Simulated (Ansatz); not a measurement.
# Fe (Iron): a single-point run

Aim: a sound single-point run of Fe (Iron). The structure is shown as the input types it.

Program: Ansatz 0.2.0. Level of theory: DFT, LDA, PAW with Ansatz's default frozen-core files, scalar-relativistic. These are calculated values, not measurements.

### Step 1. The starting structure

Symmetry: P6_3/mmc, No. 194, hexagonal system. Conventional cell: a = 2.347 Å, b = 2.347 Å, c = 3.797 Å, α = 90.00°, β = 90.00°, γ = 120.00°. Fe (site symmetry -6m2) has 12 Fe at 2.33 to 2.35 Å in its first shell of neighbours.

Structure file:

```cif
data_structure
_symmetry_space_group_name_H-M 'P6_3/mmc'
_symmetry_Int_Tables_number 194
_cell_length_a 2.3470
_cell_length_b 2.3470
_cell_length_c 3.7970
_cell_angle_alpha 90.000
_cell_angle_beta 90.000
_cell_angle_gamma 120.000
_cell_volume 18.11
loop_
_atom_site_label
_atom_site_type_symbol
_atom_site_symmetry_multiplicity
_atom_site_Wyckoff_symbol
_atom_site_fract_x
_atom_site_fract_y
_atom_site_fract_z
_atom_site_occupancy
Fe1 Fe 2 c 0.33333 0.66667 0.25000 1
```

### Step 2. The run

The input, input.yaml:

```yaml
crystal:
  lattice:
    - [2.347, 0.0, 0.0]
    - [-1.1735, 2.0325616227, 0.0]
    - [0.0, 0.0, 3.797]
  atoms:
    - { symbol: Fe, position: [0.3333333333, 0.6666666667, 0.25], spin: 3.0, spin_axis: [1.0, 0.0, 0.0] }
    - { symbol: Fe, position: [0.6666666667, 0.3333333333, 0.75], spin: 3.0, spin_axis: [1.0, 0.0, 0.0] }
magnetization:
  noncollinear: true
  spin_spiral: { q: [0.0, 0.0, 0.5] }
kpoints:
  mp_grid: { grid: [11, 11, 12] }
scf:
  occupations: { method: fermi_dirac, width: 0.1 }
  lower_state_search: "off"
hamiltonian:
  xc: lda
  pseudopotentials: { kind: paw }
output:
  forces: true
  stress: true
  eigenvalues: true
```

Run with:

```bash
ansatz run input.yaml --threads 2 --pin off --max-ram 5120MiB --backend cpu --events-out ev --progress --plain --runs-dir out
```

What happens when this is run?

The run ended at the input check. The line that matters: «magnetization.spin_spiral with output.stress: true / relax.cell: / md.ensemble: npt_langevin / elastic: without hamiltonian.pseudopotentials.kind: all_electron, on LAPW — the stress of a spin spiral is built on LAPW alone ...»

In the input, output.stress is true. The thermostat's settings are unsuited: it is coupled too hard or contradicts the ensemble.

Remedy: delete output.stress (the default then holds).
